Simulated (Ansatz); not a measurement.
Al12NO, 14 atoms in the cell. The cell holds a slab with vacuum, 14 atoms: a = 5.725 Å, b = 5.725 Å, c = 22.674 Å, α = 90.00°, β = 90.00°, γ = 120.00°.  The cell isn't the ideal one: NO (flat) over a hollow site of the (1 1 1) slab of Al, cut from the database cell, not relaxed.

- Program: Ansatz 0.2.0
- Task: single point
- Functional: PBE
- Potentials or basis: Ansatz NC
- Cutoff: 1240 eV (not typed: the program's choice for these potentials)
- k mesh: 6 × 6 × 1
- Occupations: fermi-dirac, width 0.05 eV
- Spin: no spin polarisation
- Boundary along the surface normal: dipole_correction
- Miller: 1 × 1 × 1
- Adsorbate: NO
- Bulk formula: Al

Potentials or basis: Ansatz NC.

Run with:

```console
$ ansatz run input.yaml --threads 4 --pin off --max-ram 11264MiB --backend cpu --events-out ev --progress --plain --runs-dir out
```

Hardware: 4 threads of Arm Neoverse V2, with other jobs on the host.

How long does it take, and how much memory?

Run time: 79 s on 4 threads of Arm Neoverse V2, with other jobs on the host, peak memory 4.3 GiB. Counts: scf iterations 10, plane waves 63923, k points 20, bands 38.
